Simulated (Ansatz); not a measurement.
**CH₇FOSi₂: up Jacob's ladder to CCSD(T)**

The task here is to estimate one member of a computed series from the others.

Computed with Ansatz 0.2.0, Gaussian basis. Level: functionals in def2-TZVPP, the program's frozen cores in correlated methods.

The runs, in order: PBE-D4, r2SCAN-D4, PBE0-D4, B3LYP-D4, ωB97X-V, ωB97M-V, B2PLYP; CCSD(T)/def2-TZVPP; MP2/def2-QZVPP; extrapolation to the limit.

### Structure used throughout

An earlier PBE0-D4 in a triple-zeta def2 set relaxation fixed the geometry.

12 atoms, charge 0, spin multiplicity 1.

Atoms are counted from 1 here; the program's logs count them from 0.

Bond lengths: F1–C2 1.395 Å, C2–Si3 1.887 Å, C2–H6 1.096 Å, C2–H7 1.096 Å, Si3–O4 1.631 Å, Si3–H8 1.486 Å, Si3–H9 1.485 Å, O4–Si5 1.640 Å, Si5–H10 1.484 Å, Si5–H11 1.486 Å, Si5–H12 1.483 Å. Angles: F1–C2–Si3 109.3°, F1–C2–H6 108.3°, F1–C2–H7 107.9°, Si3–C2–H6 111.7°, Si3–C2–H7 111.7°, H6–C2–H7 107.8°, C2–Si3–O4 109.8°, C2–Si3–H8 109.1°, C2–Si3–H9 108.5°, O4–Si3–H8 110.1°, O4–Si3–H9 108.9°, H8–Si3–H9 110.4°, Si3–O4–Si5 144.0°, O4–Si5–H10 110.0°, O4–Si5–H11 110.3°, O4–Si5–H12 107.8°, H10–Si5–H11 109.5°, H10–Si5–H12 109.6° and more.

Geometry (Å):

| atom | x (Å) | y (Å) | z (Å) |
| --- | --- | --- | --- |
| F1 | -1.87150 | -0.00599 | 0.96340 |
| C2 | -1.42994 | 1.14141 | 0.30364 |
| Si3 | -0.20132 | 0.65292 | -1.04279 |
| O4 | 1.06446 | -0.13248 | -0.37851 |
| Si5 | 1.49157 | -1.42068 | 0.54143 |
| H6 | -2.30342 | 1.65630 | -0.11257 |
| H7 | -0.97438 | 1.80406 | 1.04761 |
| H8 | -0.88414 | -0.22232 | -2.02998 |
| H9 | 0.29110 | 1.88919 | -1.70206 |
| H10 | 1.26330 | -1.11809 | 1.97671 |
| H11 | 0.69792 | -2.61560 | 0.15447 |
| H12 | 2.93326 | -1.68393 | 0.31256 |

The first run:

Contents of in.yaml:

```yaml
crystal:
  periodic: [false, false, false]
  atoms:
    - {symbol: F, position_ang: [-1.871501, -0.005990, 0.963395]}
    - {symbol: C, position_ang: [-1.429943, 1.141410, 0.303643]}
    - {symbol: Si, position_ang: [-0.201318, 0.652916, -1.042789]}
    - {symbol: O, position_ang: [1.064464, -0.132476, -0.378513]}
    - {symbol: Si, position_ang: [1.491566, -1.420680, 0.541425]}
    - {symbol: H, position_ang: [-2.303415, 1.656302, -0.112571]}
    - {symbol: H, position_ang: [-0.974382, 1.804056, 1.047609]}
    - {symbol: H, position_ang: [-0.884144, -0.222319, -2.029983]}
    - {symbol: H, position_ang: [0.291096, 1.889195, -1.702060]}
    - {symbol: H, position_ang: [1.263300, -1.118087, 1.976713]}
    - {symbol: H, position_ang: [0.697921, -2.615599, 0.154468]}
    - {symbol: H, position_ang: [2.933258, -1.683928, 0.312565]}
basis:
  gaussian: {orbitals: def2-TZVPP}
hamiltonian: {xc: pbe, dispersion: d4}
output: {forces: true, orbitals: {seedname: orbitals}}
```

Started as:

```
ansatz run in.yaml --threads 4 --pin off --events-out ev --progress --plain --max-ram 10444MiB
```

Among the steps run: PBE-D4 (GGA); r2SCAN-D4 (meta-GGA); PBE0-D4 (hybrid); B3LYP-D4 (hybrid); ωB97X-V (range-separated); ωB97M-V (range-separated); B2PLYP (double hybrid); CCSD(T) in def2-TZVPP; MP2 in def2-QZVPP.

One of the session's tables, all rows but one given; the rest of the session is left out.

| method | atomisation energy (kcal/mol) |
| --- | --- |
| PBE-D4 | 1002.1 |
| r2SCAN-D4 | 1000.9 |
| PBE0-D4 | 989.6 |
| B3LYP-D4 | 1000.1 |
| ωB97X-V | 1007.5 |
| ωB97M-V | 1004.0 |
| B2PLYP | 990.2 |
| HF/def2-TZVPP | 748.4 |
| MP2/def2-TZVPP | 989.0 |
| CCSD/def2-TZVPP | 966.5 |
| CCSD(T)/def2-TZVPP | ? |
| MP2/CBS | 1016.1 |
| CCSD(T)/CBS | 1004.8 |

Estimate the missing values for CCSD(T)/def2-TZVPP.

**Answer.** atomisation energy (kcal/mol): 977.7. In the column «atomisation energy (kcal/mol)» it lies between CCSD/def2-TZVPP (966.5) and MP2/def2-TZVPP (989.0).

Caveats from the session: Free atoms (1 F, 1 C, 2 Si, 1 O, 7 H) were run apart at each level; the atomisation energy is their sum less the molecule, without zero-point or spin-orbit terms.
